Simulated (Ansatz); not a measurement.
Run this with the Ansatz DFT code, driven from Python and show what comes out.

`cavo3.py`:
```python
# -*- coding: utf-8 -*-
"""DFT+U scan for CaVO3."""

import logging
import sys
import warnings

import ansatz
import numpy as np
from tabulate import tabulate

logging.basicConfig(stream=sys.stdout, format="%(levelname)s %(message)s")
logger = logging.getLogger("run")
logger.setLevel(logging.INFO)


def count_gap(report):
    # lowest empty less highest filled band, counting bands; zero where they overlap
    return max(report.get("gap_by_band_count_ev") or 0.0, 0.0)

warnings.simplefilter("ignore", ansatz.DeckWarning)

structure = (
    ansatz.Lattice.cubic(3.830406)
    .space_group(221)
    .atom("Ca", (0.0, 0.0, 0.0))
    .atom("V", (0.5, 0.5, 0.5))
    .atom("O", (0.5, 0.5, 0.0))
    .moments(V=1.0)
)

model = (
    structure.calculation()
    .kpoints(length=22)
    .functional("LDA")
    .spin("collinear")
    .occupations(ansatz.OccupationsMethod.GAUSSIAN, width=0.1)
    .band_table()
)
rows = []
for u in [0.0, 2.0, 4.0, 6.0]:
    summary = model.hubbard("V", "d", u_eff=u).run(threads=1).report
    shell = summary["hubbard"]["n_scf"]
    rows.append((u, count_gap(summary), sum(shell) / len(shell), max(abs(m) for m in summary["site_moments_mub"]), summary["n_iterations"]))
print(tabulate(rows, headers=["U_eff eV", "gap by band count eV", "V d occupation (projector)", "largest moment muB", "iterations"], floatfmt=".4f", tablefmt="plain"))
```

```console
$ python cavo3.py
RunWarning: the starting moments were not kept: the SCF closed with an absolute magnetisation of 3.1e-5 μB, where they sum to 1 μB in size (1 site). That is at most 0.1 of that sum. Measured as dr2_m measures the in/out step, that magnetisation stands 6.5e-10 eV from none, at or under the dr2_threshold of 1.0e-7 eV: [...]
RunWarning: this result is not held to the crystal's symmetry: a search behind the close, the SCF from the whole filling of its shells under DFT+U, one down a way that the close's least curvature shows or from a spin flipped beside it, or a hybrid's further exchange loop reached it with operations of the symmetry [...]
  U_eff eV    gap by band count eV    V d occupation (projector)    largest moment muB    iterations
    0.0000                  0.0000                        3.4505                0.0000            12
    2.0000                  0.0000                        3.3761                0.6873            14
    4.0000                  0.0000                        3.2377                0.8299             2
    6.0000                  0.4511                        3.1406                0.8332             2
```
(Warnings from the package without file and line, shortened.)

From U = 0 to 6 eV the largest site moment goes from 0.00 to 0.83 μB.

The SCF didn't keep the moments it started from (some shrank, vanished or turned); what is printed is the state reached. A gap by band count of zero or less means overlapping bands, a metal. With one magnetic atom the cell can hold only ferromagnetic order. The structure comes from a database of computed cells and needn't be a stable or known phase. Levels are Kohn-Sham eigenvalues on this mesh. Shell occupations and the effect of U depend on the projectors; a run with no .spin step is spin-unpolarised, and each U may end in a state that isn't the lowest. The script silences the warnings on its input, which a real study should read. Hardware and time: 6.9 min on 1 thread of Arm Neoverse V1, on a shared host, peak memory 0.86 GiB.
